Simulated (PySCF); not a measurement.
# C5H8OSi: the cost of one run

Computed with PySCF 2.14.0, with density-fitted response routines of our own, on a single molecule, in the gas phase or a continuum. Atoms count from 0, in the outputs and in this text.

### 1 The starting structure

15 atoms, charge 0, multiplicity 1; geometry from: GFN2-xTB. The atoms were then displaced at random by about 0.01 Å, so the start is not that level's minimum.

Bonds of the start (Å): C0–C1 1.33, C1–O2 1.34, O2–Si3 1.67, Si3–C4 1.81, C4–C5 1.21, C5–C6 1.45, C0–H7 1.06, C0–H8 1.11, C1–H9 1.08, Si3–H10 1.45, Si3–H11 1.48, C6–H12 1.05, C6–H13 1.08, C6–H14 1.09.

### 2 Relaxing the molecule at PBE0-D3(BJ)/def2-SVP

Job settings and geometry (Å):

```
{"job": {"xc": "PBE0", "basis": "def2-SVP", "d3": "d3bj", "grid": 1, "shake": 0.01, "kind": "geom"}, "charge": 0, "multiplicity": 1}
C     -2.087600     0.870670     0.640340
C     -2.527040     0.412040    -0.525320
O     -1.956400    -0.558260    -1.243730
Si    -0.653360    -1.565200    -0.939750
C      0.880900    -0.673630    -0.570960
C      1.890470    -0.054590    -0.312300
C      3.118760     0.663090    -0.010440
H     -1.204800     0.524450     1.107040
H     -2.647950     1.688580     1.149010
H     -3.413510     0.792610    -1.006250
H     -0.645290    -2.248830    -2.215790
H     -0.987280    -2.427460     0.218300
H      3.873840    -0.021090     0.251910
H      3.408460     1.240900    -0.875330
H      2.935460     1.339340     0.820380
```

Run with:

```bash
OMP_NUM_THREADS=1 python probes_run.py task.json out
```

One launch serves the whole session: the jobs run in the order shown.

**Question.** How long does this first job take on 1 thread of AMD EPYC 7R13, shared host, and how much memory does it need?

About 47 s, with a peak of 0.55 GiB.
